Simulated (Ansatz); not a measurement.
**C2H6AlFN2: one species, many methods**

The task here is to estimate one member of a computed series from the others.

Program: Ansatz 0.2.0, Gaussian basis. Level of theory: functionals in def2-TZVPP, the program's frozen cores in correlated methods. These are calculated values, not measurements.

Levels to be run: LDA (SPW92), PBE-D4, revPBE-D4, BLYP-D4, r2SCAN-D4, B97M-V, PBE0-D4, B3LYP-D4, r2SCANh-D4, r2SCAN0-D4, HSE06-D4, BHLYP-D4, CAM-B3LYP-D4, LC-ωPBE, ωB97X-V, ωB97M-V, B2PLYP, PBE-QIDH; CCSD(T)/def2-SVP; CCSD(T)/def2-TZVPP; MP2/def2-QZVPP; extrapolation to the limit; RPA on PBE.

## The geometry

All runs share one geometry, relaxed beforehand with PBE0-D4 in a triple-zeta def2 set.

12 atoms, charge 0, spin multiplicity 1.

Atoms are counted from 1 here; the program's logs count them from 0.

Bond lengths: C1–Al2 1.940 Å, C1–H7 1.093 Å, C1–H8 1.094 Å, C1–H9 1.094 Å, Al2–N3 1.758 Å, Al2–C4 1.992 Å, N3–H10 1.008 Å, N3–H11 1.006 Å, C4–N5 1.251 Å, C4–F6 1.374 Å, N5–H12 1.023 Å. Angles: Al2–C1–H7 112.5°, Al2–C1–H8 110.9°, Al2–C1–H9 110.9°, H7–C1–H8 107.9°, H7–C1–H9 107.8°, H8–C1–H9 106.5°, C1–Al2–N3 125.6°, C1–Al2–C4 122.6°, N3–Al2–C4 111.9°, Al2–N3–H10 121.8°, Al2–N3–H11 127.3°, H10–N3–H11 110.9°, Al2–C4–N5 122.7°, Al2–C4–F6 117.3°, N5–C4–F6 120.1°, C4–N5–H12 112.8°.

As a file:

```
C    -1.0799   -1.2970    1.2046
Al    0.1470   -0.2868    0.0927
N     1.7655   -0.7964   -0.3688
C    -0.3140    1.4956   -0.6672
N     0.4701    2.1426   -1.3961
F    -1.5516    2.0094   -0.3612
H    -0.6701   -2.2625    1.5103
H    -2.0216   -1.4828    0.6790
H    -1.3346   -0.7391    2.1112
H     2.3563   -0.2239   -0.9519
H     2.2307   -1.6518   -0.1162
H     0.0793    3.0375   -1.7025
```

Set-up of the first run:

Input file in.yaml:

```yaml
crystal:
  periodic: [false, false, false]
  atoms:
    - {symbol: C, position_ang: [-1.079930, -1.296972, 1.204650]}
    - {symbol: Al, position_ang: [0.147023, -0.286812, 0.092709]}
    - {symbol: N, position_ang: [1.765526, -0.796357, -0.368797]}
    - {symbol: C, position_ang: [-0.314008, 1.495627, -0.667151]}
    - {symbol: N, position_ang: [0.470065, 2.142551, -1.396107]}
    - {symbol: F, position_ang: [-1.551593, 2.009399, -0.361194]}
    - {symbol: H, position_ang: [-0.670121, -2.262539, 1.510259]}
    - {symbol: H, position_ang: [-2.021564, -1.482833, 0.678959]}
    - {symbol: H, position_ang: [-1.334598, -0.739122, 2.111175]}
    - {symbol: H, position_ang: [2.356294, -0.223926, -0.951938]}
    - {symbol: H, position_ang: [2.230746, -1.651767, -0.116155]}
    - {symbol: H, position_ang: [0.079260, 3.037451, -1.702512]}
basis:
  gaussian: {orbitals: def2-TZVPP}
hamiltonian: {xc: lda}
output: {orbitals: {seedname: orbitals}}
```

Steps of the session up to this table: LDA; PBE-D4 (GGA); revPBE-D4 (GGA); BLYP-D4 (GGA); r2SCAN-D4 (meta-GGA); B97M-V (meta-GGA); PBE0-D4 (hybrid); B3LYP-D4 (hybrid); r2SCANh-D4 (hybrid); r2SCAN0-D4 (hybrid); HSE06-D4 (hybrid); BHLYP-D4 (hybrid); CAM-B3LYP-D4 (range-separated); LC-ωPBE (range-separated); ωB97X-V (range-separated); ωB97M-V (range-separated); B2PLYP (double hybrid); PBE-QIDH (double hybrid).

One of the session's tables, all rows but one given; the rest of the session is left out.

It belongs to the step «Frontier levels by functional». 

| functional | HOMO (eV) | gap (eV) |
| --- | --- | --- |
| LDA (SPW92) | -6.36 | 4.19 |
| PBE-D4 | -6.17 | 4.25 |
| revPBE-D4 | -6.09 | 4.29 |
| BLYP-D4 | -6.04 | 4.25 |
| r2SCAN-D4 | -6.45 | 4.72 |
| B97M-V | -6.48 | 4.75 |
| PBE0-D4 | -7.54 | 6.51 |
| B3LYP-D4 | ? | ? |
| r2SCANh-D4 | -6.96 | 5.56 |
| r2SCAN0-D4 | -7.75 | 6.82 |
| HSE06-D4 | -7.13 | 5.72 |
| BHLYP-D4 | -8.84 | 8.71 |
| CAM-B3LYP-D4 | -9.00 | 9.01 |
| LC-ωPBE | -10.44 | 11.60 |
| ωB97X-V | -10.04 | 11.09 |
| ωB97M-V | -9.95 | 10.79 |

Q: Estimate the row for B3LYP-D4 from the others.

Worked estimate for «HOMO (eV)». Against the share of exact exchange, BLYP-D4 (0, -6.04), BHLYP-D4 (0.5, -8.84) give a slope of -5.60 per unit share; at 0.2 the line stands at -7.16.

The run gave: HOMO (eV): -7.30; gap (eV): 6.04. In «HOMO (eV)» the line misses by +0.14.
